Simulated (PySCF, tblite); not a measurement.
# C₃H₇O₃Si radical: geometry, infrared bands and EPR parameters

What infrared bands and EPR parameters should C₃H₇O₃Si radical (`[CH2][C@H]([SiH2]O)C(=O)O`) show?

Computed with tblite 0.8.0 and PySCF 2.14.0, with density-fitted response routines of our own, on a single molecule in the gas phase. Atoms are numbered from 0 throughout.

### Step 1. The molecule as given

14 atoms, charge 0, multiplicity 2; geometry from: force field or distance geometry start.

Bonds of the start (Å): C0–C1 1.49, C1–Si2 1.90, Si2–O3 1.66, C1–C4 1.52, C4–O5 1.22, C4–O6 1.34, C0–H7 1.09, C0–H8 1.08, C1–H9 1.11, Si2–H10 1.47, Si2–H11 1.48, O3–H12 0.97, O6–H13 0.98.

### Step 2. Optimising the geometry with GFN2-xTB

What the job is given:

```
{"job": {"kind": "relax", "xc": "GFN2-xTB", "basis": "xTB"}, "charge": 0, "multiplicity": 2}
C     -0.959700     0.938300    -1.096300
C     -0.497600     0.323400     0.183700
Si     1.255700     0.826000     0.724500
O      2.414600     0.437900    -0.402200
C     -0.615600    -1.188100     0.066500
O      0.223600    -1.962100    -0.368200
O     -1.836400    -1.635700     0.406900
H     -1.954700     1.379700    -1.146100
H     -0.364600     0.881600    -1.998700
H     -1.163800     0.638300     1.007700
H      1.590900     0.171100     2.002100
H      1.291400     2.292500     0.943900
H      2.416900    -0.502000    -0.657000
H     -1.801300    -2.601400     0.221300
```

Run with:

```sh
$ OMP_NUM_THREADS=1 python probes_run.py task.json out
```

The driver reads the jobs from task.json and runs them one after another.

**Question.** This job is followed by: GFN2-xTB harmonic vibrations, gas phase; UKS B3LYP, pcH-1 on C H O Si, non-relativistic, mean-field spin-orbit, GIAO. What will the session give for the following? strongest single infrared mode (GFN2-xTB); zero-point energy (GFN2-xTB); g(iso) (B3LYP); ⟨S²⟩; largest a(iso) (averaged by class); potential on the surface of density 0.002 e/bohr³, 1st and 99th percentile.

As calculated:

| quantity | value |
| --- | --- |
| strongest single infrared mode (GFN2-xTB) | 1705 cm⁻¹, 465 km/mol |
| zero-point energy (GFN2-xTB) | 59.0 kcal/mol |
| g(iso) (B3LYP) | 2.00265 |
| ⟨S²⟩ | 0.754 (exact 0.75) |
| largest a(iso) (averaged by class) | 29Si on Si2, -110.3 MHz |
| potential on the surface of density 0.002 e/bohr³, 1st and 99th percentile | -1.42 V and 2.53 V |

What this shows: The optimisation took 113 steps and gained 0.422 eV; among the close pairs (by a distance rule), C1–Si2 changed most, from 1.902 to 1.988 Å. No mode is imaginary among the 36: a minimum at this level. The strongest single mode, at 1705 cm⁻¹, moves mainly C4 and O5. Unscaled tight-binding wavenumbers are off by several per cent, some by more. Its intensities can rank the bands wrongly. C0 carries the largest spin population, 1.01 e. The isotropic g lies 0.3 ppt above the free-electron value.
